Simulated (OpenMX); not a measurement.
# HPbNO4 (P1) in OpenMX: notebook, part 2 of 2

OpenMX 3.8.5. Earlier steps stand in the parts before.

**5. Single point, PBE, 14.34 Å³/atom (volume scaled by 1.02)**

HPbNO4.dat

```
System.CurrrentDirectory             ./
System.Name                          HPbNO4
DATA.PATH                            ./DFT_DATA13
level.of.stdout                      1
level.of.fileout                     0
Species.Number                       4
<Definition.of.Atomic.Species
  H   H5.0-s2                H_PBE13
  Pb  Pb8.0-s3p2d2           Pb_PBE13
  N   N6.0-s2p2              N_PBE13
  O   O6.0-s2p2              O_PBE13
Definition.of.Atomic.Species>

Atoms.Number                         7
Atoms.SpeciesAndCoordinates.Unit     FRAC
<Atoms.SpeciesAndCoordinates
    1  H     0.6151100000    0.8955900000    0.1984400000   0.500  0.500
    2  Pb    0.6459700000    0.4465100000    0.9168500000   7.000  7.000
    3  N     0.7147400000    0.2381000000    0.5005800000   2.500  2.500
    4  O     0.1695800000    0.4700700000    0.7776800000   3.000  3.000
    5  O     0.6291900000    0.9704500000    0.4984500000   3.000  3.000
    6  O     0.5642400000    0.9258300000    0.0384900000   3.000  3.000
    7  O     0.7802200000    0.4225000000    0.3195100000   3.000  3.000
Atoms.SpeciesAndCoordinates>

Atoms.UnitVectors.Unit               Ang
<Atoms.UnitVectors
     3.8826142544    0.0017917884   -0.0368222587
     0.1746792388    4.3630652074   -0.0165790760
     0.7630502125    0.8442846652    5.9155391475
Atoms.UnitVectors>

scf.XcType                           GGA-PBE
scf.SpinPolarization                 off
scf.ElectronicTemperature            580.226
scf.maxIter                          100
scf.EigenvalueSolver                 band
scf.Kgrid                            7 7 5
scf.Mixing.Type                      rmm-diisk
scf.Init.Mixing.Weight               0.05
scf.Min.Mixing.Weight                0.001
scf.Max.Mixing.Weight                0.3
scf.Mixing.History                   25
scf.Mixing.StartPulay                8
scf.criterion                        1.0e-8
MD.Type                              nomd
scf.Ngrid                            50 56 80
scf.energycutoff                     500.0
```

Launch:

```sh
openmx HPbNO4.dat -nt 1 > HPbNO4.std
```

It took 2.4 min on 1 thread of Intel Xeon 6975P-C (Granite Rapids), shared host; peak memory 1.6 GiB.

It converged, with:

```
Free energy            : -3820.9048 eV
Largest force          : 5.305 eV/Å
Band gap on the k mesh : 0.38 eV, indirect (least direct gap 0.53 eV)
Mulliken charges       : H +0.46; Pb +0.78; N +0.38; O -0.42, -0.32, -0.54, -0.34 e
```

Caveat: the basis has few d functions beyond the semicore shells, which can make volumes several per cent too large; Mulliken charges move with the basis; spin-orbit coupling is left out, which as a rule narrows the gap of such compounds by several tenths of an eV; an odd mesh through Γ misses points on the zone boundary, where band edges often lie; the basis of atomic orbitals isn't converged, which shifts pressures, moduli and gaps; forces of over 1 eV/Å show positions far from the minimum, so gaps and moduli don't describe the material at rest.

**6. Single point, PBE, 13.50 Å³/atom (volume scaled by 0.96)**

Changes to HPbNO4.dat since step 5:

```diff
@@ -27,5 +27,5 @@
 <Atoms.UnitVectors
-     3.8826142544    0.0017917884   -0.0368222587
-     0.1746792388    4.3630652074   -0.0165790760
-     0.7630502125    0.8442846652    5.9155391475
+     3.8049410422    0.0017559430   -0.0360856151
+     0.1711847125    4.2757803866   -0.0162474051
+     0.7477850955    0.8273944212    5.7971964801
 Atoms.UnitVectors>
```

Potentials or basis: OpenMX 2013 PBE set, H5.0-s2, Pb8.0-s3p2d2, N6.0-s2p2, O6.0-s2p2, fixed grid of 50 × 56 × 80 points.

Launch:

```sh
openmx HPbNO4.dat -nt 1 > HPbNO4.std
```

It took 2.6 min on 1 thread of Intel Xeon 6975P-C (Granite Rapids), shared host; peak memory 1.6 GiB.

Results (log left out):

```
Free energy            : -3820.4890 eV
Largest force          : 7.435 eV/Å
Band gap on the k mesh : 0.45 eV, indirect (least direct gap 0.65 eV)
Mulliken charges       : H +0.47; Pb +0.79; N +0.39; O -0.43, -0.33, -0.55, -0.34 e
```

Caveat: the basis has few d functions beyond the semicore shells, which can make volumes several per cent too large; Mulliken charges move with the basis; spin-orbit coupling is left out, which as a rule narrows the gap of such compounds by several tenths of an eV; an odd mesh through Γ misses points on the zone boundary, where band edges often lie; the basis of atomic orbitals isn't converged, which shifts pressures, moduli and gaps; forces of over 1 eV/Å show positions far from the minimum, so gaps and moduli don't describe the material at rest.

**7. Single point, PBE, 14.62 Å³/atom (volume scaled by 1.04)**

Changes to HPbNO4.dat since step 6:

```diff
@@ -27,5 +27,5 @@
 <Atoms.UnitVectors
-     3.8049410422    0.0017559430   -0.0360856151
-     0.1711847125    4.2757803866   -0.0162474051
-     0.7477850955    0.8273944212    5.7971964801
+     3.9078267417    0.0018034237   -0.0370613710
+     0.1758135513    4.3913975935   -0.0166867354
+     0.7680052229    0.8497671868    5.9539528157
 Atoms.UnitVectors>
```

Launch:

```sh
openmx HPbNO4.dat -nt 1 > HPbNO4.std
```

Wall time 2.1 min (1 thread of Intel Xeon 6975P-C (Granite Rapids), shared host); peak memory 1.5 GiB.

It converged, with:

- Free energy: -3820.9909 eV
- Largest force: 4.681 eV/Å
- Band gap on the k mesh: 0.37 eV, indirect (least direct gap 0.49 eV)
- Mulliken charges: H +0.46; Pb +0.78; N +0.38; O -0.42, -0.32, -0.54, -0.33 e

Caveat: the basis has few d functions beyond the semicore shells, which can make volumes several per cent too large; Mulliken charges move with the basis; spin-orbit coupling is left out, which as a rule narrows the gap of such compounds by several tenths of an eV; an odd mesh through Γ misses points on the zone boundary, where band edges often lie; the basis of atomic orbitals isn't converged, which shifts pressures, moduli and gaps; forces of over 1 eV/Å show positions far from the minimum, so gaps and moduli don't describe the material at rest.

**8. Single point, PBE, 13.22 Å³/atom (volume scaled by 0.94)**

Changes to HPbNO4.dat since step 7:

```diff
@@ -27,5 +27,5 @@
 <Atoms.UnitVectors
-     3.9078267417    0.0018034237   -0.0370613710
-     0.1758135513    4.3913975935   -0.0166867354
-     0.7680052229    0.8497671868    5.9539528157
+     3.7783321923    0.0017436633   -0.0358332599
+     0.1699875774    4.2458788462   -0.0161337832
+     0.7425556580    0.8216082570    5.7566553182
 Atoms.UnitVectors>
```

Launch:

```sh
openmx HPbNO4.dat -nt 1 > HPbNO4.std
```

It took 2.9 min on 1 thread of Intel Xeon 6975P-C (Granite Rapids), shared host; peak memory 1.7 GiB.

The run converged. Its results:

| Item | Value |
| --- | --- |
| Free energy | -3820.2881 eV |
| Largest force | 8.242 eV/Å |
| Band gap on the k mesh | 0.47 eV, indirect (least direct gap 0.70 eV) |
| Mulliken charges | H +0.47; Pb +0.80; N +0.40; O -0.44, -0.34, -0.55, -0.35 e |

Caveat: the basis has few d functions beyond the semicore shells, which can make volumes several per cent too large; Mulliken charges move with the basis; spin-orbit coupling is left out, which as a rule narrows the gap of such compounds by several tenths of an eV; an odd mesh through Γ misses points on the zone boundary, where band edges often lie; the basis of atomic orbitals isn't converged, which shifts pressures, moduli and gaps; forces of over 1 eV/Å show positions far from the minimum, so gaps and moduli don't describe the material at rest.

**9. Single point, PBE, 14.90 Å³/atom (volume scaled by 1.06)**

Changes to HPbNO4.dat since step 8:

```diff
@@ -27,5 +27,5 @@
 <Atoms.UnitVectors
-     3.7783321923    0.0017436633   -0.0358332599
-     0.1699875774    4.2458788462   -0.0161337832
-     0.7425556580    0.8216082570    5.7566553182
+     3.9327180290    0.0018149108   -0.0372974370
+     0.1769334131    4.4193690330   -0.0167930232
+     0.7728971078    0.8551798626    5.9918771045
 Atoms.UnitVectors>
```

Potentials or basis: OpenMX 2013 PBE set, H5.0-s2, Pb8.0-s3p2d2, N6.0-s2p2, O6.0-s2p2, fixed grid of 50 × 56 × 80 points.

Launch:

```sh
openmx HPbNO4.dat -nt 1 > HPbNO4.std
```

Run time: 2.4 min. Hardware: 1 thread of Intel Xeon 6975P-C (Granite Rapids), shared host; peak memory 1.5 GiB.

The run converged. Its results:

```yaml
Free_energy: -3821.0549 eV
Largest_force: 4.094 eV/Å
Band_gap_on_the_k_mesh: 0.35 eV, indirect (least direct gap 0.46 eV)
Mulliken_charges: H +0.45; Pb +0.77; N +0.37; O -0.41, -0.32, -0.54, -0.33 e
```

Caveat: the basis has few d functions beyond the semicore shells, which can make volumes several per cent too large; Mulliken charges move with the basis; spin-orbit coupling is left out, which as a rule narrows the gap of such compounds by several tenths of an eV; an odd mesh through Γ misses points on the zone boundary, where band edges often lie; the basis of atomic orbitals isn't converged, which shifts pressures, moduli and gaps; forces of over 1 eV/Å show positions far from the minimum, so gaps and moduli don't describe the material at rest.

**10. Equation of state, PBE**

Potentials or basis: OpenMX 2013 PBE set, H5.0-s2, Pb8.0-s3p2d2, N6.0-s2p2, O6.0-s2p2, fixed grid of 50 × 56 × 80 points.

This step only gathers the single runs of the series.

Results:

| Item | Value |
| --- | --- |
| Equilibrium volume | 15.78 Å³/atom (rough: see the caveat) |
| Bulk modulus at fixed shape and positions | 67 GPa (rough) |

Energy against volume, from the lowest point:
```tsv
volume (Å³/atom)	energy (meV/atom)
13.215	109.54
13.496	80.85
13.778	56.91
14.059	37.24
14.340	21.45
14.621	9.14
14.902	0.00
```

Caveat: the basis has few d functions beyond the semicore shells, which can make volumes several per cent too large; the minimum lies outside the volumes run; volumes in these bases differ from converged ones by about 1 %, for some elements by several; the cell was scaled at fixed shape and fractional positions, which overstates the stiffness of a crystal with free parameters, most of all of layers and chains; the basis of atomic orbitals isn't converged, which shifts pressures, moduli and gaps.
